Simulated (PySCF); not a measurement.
# 1,1,1-trifluoro-2,2,2-trichloroethane (C₂Cl₃F₃): NMR shifts and electronic excitations in gas and solvents, part 2 of 2

PySCF 2.14.0. Atoms count from 0. The steps go on from the part before.

### 9 Ultraviolet spectrum: PBE0/aug-cc-pVTZ

Job settings and geometry (Å):

```
{"job": {"kind": "uv", "xc": "PBE0", "basis": "aug-cc-pVTZ", "ip": false, "dynamic": true}, "charge": 0, "multiplicity": 1}
F     -0.765555     1.338034    -0.888961
C     -0.751557     0.181736    -0.240487
F     -1.547649     0.279341     0.815453
F     -1.229662    -0.757972    -1.043888
C      0.697361    -0.171731     0.205737
Cl     1.707690    -0.293739    -1.228448
Cl     1.282384     1.106629     1.262059
Cl     0.658099    -1.706720     1.062045
```

Level: TDDFT PBE0/aug-cc-pVTZ, vertical, gas phase, core orbitals frozen in the response.

Output:

```text
coarse grid: 10304 points
cycle   1  E = -1755.4954614822  dE =  1.472e+00  |g| = 1.048e+00  |ddm| = 4.728e+00
cycle   2  E = -1755.0261298290  dE =  4.693e-01  |g| = 1.969e+00  |ddm| = 3.117e+00
cycle   3  E = -1755.6939945209  dE = -6.679e-01  |g| = 1.378e-01  |ddm| = 2.054e+00
cycle   4  E = -1755.6959212931  dE = -1.927e-03  |g| = 9.444e-02  |ddm| = 2.498e-01
cycle   5  E = -1755.6978919817  dE = -1.971e-03  |g| = 1.122e-02  |ddm| = 1.136e-01
cycle   6  E = -1755.6979139138  dE = -2.193e-05  |g| = 1.722e-03  |ddm| = 1.510e-02
cycle   7  E = -1755.6979144735  dE = -5.597e-07  |g| = 3.674e-04  |ddm| = 2.852e-03
final grid: 92472 points
cycle   8  E = -1755.7240867987  dE = -6.771e-05  |g| = 5.385e-03  |ddm| = 1.506e-01
cycle   9  E = -1755.7240802379  dE =  6.561e-06  |g| = 8.069e-03  |ddm| = 1.592e-02
cycle  10  E = -1755.7240917465  dE = -1.151e-05  |g| = 1.059e-03  |ddm| = 8.937e-03
cycle  11  E = -1755.7240919524  dE = -2.059e-07  |g| = 3.882e-04  |ddm| = 1.428e-03
cycle  12  E = -1755.7240919812  dE = -2.882e-08  |g| = 8.868e-05  |ddm| = 5.258e-04
cycle  13  E = -1755.7240919827  dE = -1.452e-09  |g| = 1.455e-05  |ddm| = 1.165e-04
cycle  14  E = -1755.7240919827  dE = -3.820e-11  |g| = 5.179e-06  |ddm| = 2.392e-05
converged SCF energy = -1755.7240919827

Static polarisability (au): isotropic 68.986, principal 62.517 72.217 72.224

Singlet excitations
state   eV       nm        f      main configurations
  1   6.4234    193.0   0.00000   H->L 0.97
  2   6.9219    179.1   0.01686   H-1->L 0.90
  3   6.9231    179.1   0.01688   H-2->L 0.90
  4   7.0890    174.9   0.00110   H-3->L 0.89
  5   7.2763    170.4   0.00944   H->L+1 0.83
  6   7.2789    170.3   0.00947   H->L+2 0.83
  7   7.7139    160.7   0.00151   H-1->L+1 0.24, H-2->L+2 0.22, H-5->L 0.19
  8   7.7140    160.7   0.00148   H-2->L+1 0.24, H-1->L+2 0.22, H-4->L 0.19
  9   7.7596    159.8   0.00395   H-2->L+2 0.43, H-1->L+1 0.41, H-3->L 0.09
 10   7.7864    159.2   0.00000   H-1->L+2 0.47, H-2->L+1 0.45

Triplet excitations (Tamm-Dancoff, eV): 5.7905 6.1141 6.1151 6.4187
```

Wall time 98 s (1 thread of Intel Xeon Platinum 8488C, shared host); peak memory 1.5 GiB.

Frontier orbitals and where they lie:

```
orbital     eV                         atoms
 HOMO−3  -9.90  Cl7 22 %, Cl6 22 %, Cl5 22 %
 HOMO−2  -9.70  Cl7 40 %, Cl6 25 %, Cl5 16 %
 HOMO−1  -9.70   Cl5 38 %, Cl6 29 %, C4 15 %
   HOMO  -9.25  Cl5 29 %, Cl6 28 %, Cl7 28 %
   LUMO  -1.22  Cl6 26 %, Cl5 26 %, Cl7 26 %
 LUMO+1  -0.42   Cl6 29 %, C4 28 %, Cl5 27 %
 LUMO+2  -0.42   Cl7 35 %, C4 28 %, Cl5 15 %
```

With each of the 10 states as a Gaussian band of 0.4 eV half-width at 1/e, the curve within the window shown has maxima at 176 nm (ε 1,800) L/(mol cm). Beyond the last state computed it falls off for lack of states. The curve at chosen wavelengths:

(nm, ε (L/mol/cm)): (153, 146), (155, 230), (158, 388), (160, 515), (162, 665), (165, 945), (167, 1162), (170, 1493), (172, 1679), (174, 1805), (177, 1836), (179, 1741), (181, 1566), (184, 1209), (186, 953), (188, 713), (191, 421), (193, 280), (195, 178), (198, 84), (200, 48), (203, 20), (205, 10), (207, 5), (210, 2), (212, 1)

Ground-state properties from the same run:

```
           property  computed  measured
  dipole moment (D)      0.61      0.74
polarisability (Å³)     10.22         –
 HOMO–LUMO gap (eV)      8.03         –
      −ε(HOMO) (eV)      9.25         –
C6 with itself (au)      2239         –
```

Measured: gas; NIST CCCBDB Release 22 (SRD 101), experimental dipoles.

### 10 Ultraviolet spectrum: CAM-B3LYP/aug-cc-pVTZ

Settings changed since step 9:

```diff
@@ -1,2 +1,2 @@
-{"job": {"kind": "uv", "xc": "PBE0", "basis": "aug-cc-pVTZ", "ip": false, "dynamic": true}, "charge": 0, "multiplicity": 1}
+{"job": {"kind": "uv", "xc": "CAM-B3LYP", "basis": "aug-cc-pVTZ", "ip": false, "dynamic": false}, "charge": 0, "multiplicity": 1}
 F     -0.765555     1.338034    -0.888961
```

With the program's defaults for keys left out, this is: TDDFT CAM-B3LYP/aug-cc-pVTZ, vertical, gas phase, core orbitals frozen in the response.

Output:

```text
coarse grid: 10304 points
cycle   1  E = -1756.1758176146  dE =  1.616e+00  |g| = 1.214e+00  |ddm| = 4.760e+00
cycle   2  E = -1755.7966510498  dE =  3.792e-01  |g| = 1.979e+00  |ddm| = 3.344e+00
cycle   3  E = -1756.4633684535  dE = -6.667e-01  |g| = 9.926e-02  |ddm| = 2.059e+00
cycle   4  E = -1756.4641947749  dE = -8.263e-04  |g| = 7.338e-02  |ddm| = 1.913e-01
cycle   5  E = -1756.4653490648  dE = -1.154e-03  |g| = 1.195e-02  |ddm| = 9.953e-02
cycle   6  E = -1756.4653777562  dE = -2.869e-05  |g| = 3.003e-03  |ddm| = 1.717e-02
cycle   7  E = -1756.4653804868  dE = -2.731e-06  |g| = 7.126e-04  |ddm| = 6.120e-03
final grid: 92472 points
cycle   8  E = -1756.4807383179  dE = -4.543e-05  |g| = 5.602e-03  |ddm| = 1.152e-01
cycle   9  E = -1756.4807368958  dE =  1.422e-06  |g| = 6.249e-03  |ddm| = 1.318e-02
cycle  10  E = -1756.4807421121  dE = -5.216e-06  |g| = 7.809e-04  |ddm| = 6.410e-03
cycle  11  E = -1756.4807422261  dE = -1.139e-07  |g| = 2.294e-04  |ddm| = 1.027e-03
cycle  12  E = -1756.4807422368  dE = -1.071e-08  |g| = 8.308e-05  |ddm| = 3.237e-04
cycle  13  E = -1756.4807422381  dE = -1.282e-09  |g| = 9.834e-06  |ddm| = 1.090e-04
cycle  14  E = -1756.4807422381  dE = -2.456e-11  |g| = 3.178e-06  |ddm| = 1.920e-05
converged SCF energy = -1756.4807422381

Static polarisability (au): isotropic 68.619, principal 62.310 71.771 71.777

Singlet excitations
state   eV       nm        f      main configurations
  1   6.6008    187.8   0.00000   H->L 0.85
  2   7.0291    176.4   0.01537   H-1->L 0.72
  3   7.0304    176.4   0.01543   H-2->L 0.72
  4   7.2373    171.3   0.00147   H-3->L 0.65, H-1->L+1 0.11, H-2->L+2 0.11
  5   7.3564    168.5   0.00492   H->L+1 0.49, H-5->L 0.20
  6   7.3582    168.5   0.00502   H->L+2 0.49, H-4->L 0.20
  7   8.0708    153.6   0.00085   H->L+1 0.28, H-1->L+1 0.15, H-2->L+2 0.15
  8   8.0718    153.6   0.00081   H->L+2 0.28, H-2->L+1 0.15, H-1->L+2 0.14
  9   8.1732    151.7   0.00356   H-1->L+1 0.30, H-2->L+2 0.30, H-3->L 0.26
 10   8.1870    151.4   0.00000   H-1->L+2 0.38, H-2->L+1 0.38

Triplet excitations (Tamm-Dancoff, eV): 5.9181 6.2102 6.2110 6.5017
```

It took 1.8 min on 1 thread of Intel Xeon Platinum 8488C, shared host; peak memory 1.8 GiB.

In short: HOMO -10.65 eV, LUMO -0.11 eV; lowest singlet 6.60 eV.

### 11 TDDFT and polarisability: wB97X-D/aug-cc-pVTZ

Settings changed since step 10:

```diff
@@ -1,2 +1,2 @@
-{"job": {"kind": "uv", "xc": "CAM-B3LYP", "basis": "aug-cc-pVTZ", "ip": false, "dynamic": false}, "charge": 0, "multiplicity": 1}
+{"job": {"kind": "uv", "xc": "wB97X-D", "basis": "aug-cc-pVTZ", "ip": true, "dynamic": false}, "charge": 0, "multiplicity": 1}
 F     -0.765555     1.338034    -0.888961
```

With the program's defaults for keys left out, this is: TDDFT wB97X-D/aug-cc-pVTZ, vertical, gas phase, core orbitals frozen in the response.

Output:

```text
coarse grid: 10304 points
cycle   1  E = -1756.0697333585  dE =  1.647e+00  |g| = 1.239e+00  |ddm| = 4.644e+00
cycle   2  E = -1755.7959288635  dE =  2.738e-01  |g| = 1.842e+00  |ddm| = 3.222e+00
cycle   3  E = -1756.3777712803  dE = -5.818e-01  |g| = 8.629e-02  |ddm| = 1.886e+00
cycle   4  E = -1756.3787180521  dE = -9.468e-04  |g| = 5.776e-02  |ddm| = 1.704e-01
cycle   5  E = -1756.3794460645  dE = -7.280e-04  |g| = 1.148e-02  |ddm| = 8.482e-02
cycle   6  E = -1756.3794796583  dE = -3.359e-05  |g| = 3.172e-03  |ddm| = 1.854e-02
cycle   7  E = -1756.3794837122  dE = -4.054e-06  |g| = 7.152e-04  |ddm| = 7.263e-03
final grid: 92472 points
cycle   8  E = -1756.4215314029  dE = -1.842e-04  |g| = 1.099e-02  |ddm| = 2.005e-01
cycle   9  E = -1756.4215281775  dE =  3.225e-06  |g| = 1.155e-02  |ddm| = 2.784e-02
cycle  10  E = -1756.4215469755  dE = -1.880e-05  |g| = 1.361e-03  |ddm| = 1.232e-02
cycle  11  E = -1756.4215473478  dE = -3.723e-07  |g| = 4.169e-04  |ddm| = 1.917e-03
cycle  12  E = -1756.4215473846  dE = -3.686e-08  |g| = 1.424e-04  |ddm| = 7.521e-04
cycle  13  E = -1756.4215473886  dE = -4.020e-09  |g| = 1.886e-05  |ddm| = 2.139e-04
cycle  14  E = -1756.4215473888  dE = -1.942e-10  |g| = 8.731e-06  |ddm| = 7.510e-05
converged SCF energy = -1756.4215473888

Static polarisability (au): isotropic 68.743, principal 62.475 71.871 71.883

Singlet excitations
state   eV       nm        f      main configurations
  1   6.6358    186.8   0.00000   H->L 0.88
  2   7.0744    175.3   0.01558   H-1->L 0.53, H-2->L 0.23
  3   7.0749    175.2   0.01557   H-2->L 0.53, H-1->L 0.23
  4   7.2553    170.9   0.00123   H-3->L 0.71, H-1->L+1 0.09, H-2->L+2 0.08
  5   7.4134    167.2   0.00548   H->L+1 0.51, H-5->L 0.19
  6   7.4156    167.2   0.00550   H->L+2 0.51, H-4->L 0.19
  7   8.0650    153.7   0.00095   H->L+1 0.26, H-1->L+1 0.15, H-5->L 0.15
  8   8.0658    153.7   0.00093   H->L+2 0.26, H-2->L+1 0.15, H-4->L 0.15
  9   8.1554    152.0   0.00404   H-2->L+2 0.29, H-1->L+1 0.29, H-3->L 0.22
 10   8.1854    151.5   0.00000   H-1->L+2 0.35, H-2->L+1 0.34

Triplet excitations (Tamm-Dancoff, eV): 6.0130 6.3129 6.3134 6.5861
Vertical ionisation energy (delta-SCF) = 11.5780 eV
```

It took 8.8 min on 1 thread of Intel Xeon Platinum 8488C, shared host; peak memory 1.7 GiB.

In short: HOMO -11.12 eV, LUMO 0.61 eV; lowest singlet 6.64 eV.

### 12 Side by side: NMR shifts

Shifts (ppm), means over like atoms, with basis size and wall time:

```
                           run     C1     C4      F0  Cl5  functions  time
                 PBE0/pcSseg-2  133.3  118.3   -92.2  415        309  58 s
                  KT3/pcSseg-2  131.3  120.8  -110.9  426        309  56 s
              wB97X-D/pcSseg-2  133.9  116.8   -84.9  412        309  66 s
                B97-2/pcSseg-2  131.9  118.3   -92.3  409        309  51 s
   WP04/pcSseg-2 in chloroform  138.7  131.1   -84.6  454        309  53 s
wB97X-D/pcSseg-2 in chloroform  134.7  117.2   -83.4  429        309  68 s
```

### 13 Side by side: electronic excitations

Excitations and ground-state properties, with basis size and wall time:

```
                  run  lowest singlet (eV)  brightest (eV)      f  gap (eV)  α (Å³)  μ (D)  functions     time
     PBE0/aug-cc-pVTZ                 6.42            6.92  0.017      8.03   10.22   0.61        380     98 s
CAM-B3LYP/aug-cc-pVTZ                 6.60            7.03  0.015     10.54   10.17   0.67        380  1.8 min
  wB97X-D/aug-cc-pVTZ                 6.64            7.07  0.016     11.73   10.19   0.58        380  8.8 min
```

Measured dipole: 0.74 D (gas; NIST CCCBDB Release 22 (SRD 101), experimental dipoles).

### 14 What came out

What follows sums up all 2 parts.

| quantity | value |
| --- | --- |
| point group | C3v |
| rotational constants (main isotopes) | 1.33, 1.12, 1.12 GHz |
| 13C shifts against TMS (PBE0/pcSseg-2) | 133.3, 118.3 ppm |
| 19F shifts against CFCl3 (PBE0/pcSseg-2, means over atoms taken as alike) | -92.2 ppm |
| 35Cl shifts against HCl (PBE0/pcSseg-2, means over atoms taken as alike) | 415 ppm |
| lowest singlet (PBE0/aug-cc-pVTZ) | 6.42 eV (193 nm), f = 0.000 |
| brightest single state of those computed | state 3, 6.92 eV, f = 0.017 |
| lowest triplet | 5.79 eV |
| range of the shift of Cl5 (wB97X-D/pcSseg-2 runs) | 412 to 429 ppm |
| range of the lowest singlet | 6.42 to 6.64 eV |

Relaxing lowered the energy by 0.035 eV in 6 steps; the close pair that moved most is C4–Cl6, from 1.785 to 1.758 Å. C4 stands next to heavy halogen, whose spin-orbit shielding this run leaves out, so the computed shift lies too far downfield, most of all for carbon beside Br or I. At PBE0/pcSseg-2: The widest tensor belongs to Cl5, Cl6, Cl7: span 759 ppm, with a paramagnetic part of -615 ppm. The lowest singlet, at 6.42 eV, is HOMO→LUMO 0.97 and is dark; of the 10 states computed, the strongest absorption comes from states 2 to 3 together at 6.92 eV. The lowest triplet lies 0.63 eV below the lowest singlet (triplets in Tamm-Dancoff, singlets in full TDDFT). The dipole moment, 0.61 D, compares with 0.74 D measured (one conformer here). At one level, wB97X-D/pcSseg-2: In ppm, Cl5 (with its like atoms) moves most: its shift spreads over 17 ppm, from 412 (wB97X-D/pcSseg-2) to 429 (wB97X-D/pcSseg-2 in chloroform). Most of that comes from the computed reference, not from the atom's own shielding. The lowest singlet runs from 6.42 eV (PBE0/aug-cc-pVTZ) to 6.64 eV (wB97X-D/aug-cc-pVTZ), while the orbital gap spans 8.03 to 11.73 eV: the excitation energy moves far less from run to run than the orbital gap does. The lowest state need not be the same one in every run. For the measured dipole, CAM-B3LYP/aug-cc-pVTZ misses least (0.07 D, 1.8 min) and wB97X-D/aug-cc-pVTZ most (0.16 D, 8.8 min); the quickest, PBE0/aug-cc-pVTZ, misses by 0.13 D in 98 s. One molecule ranks no method: errors cancel, and vibration and temperature are missing from all runs.
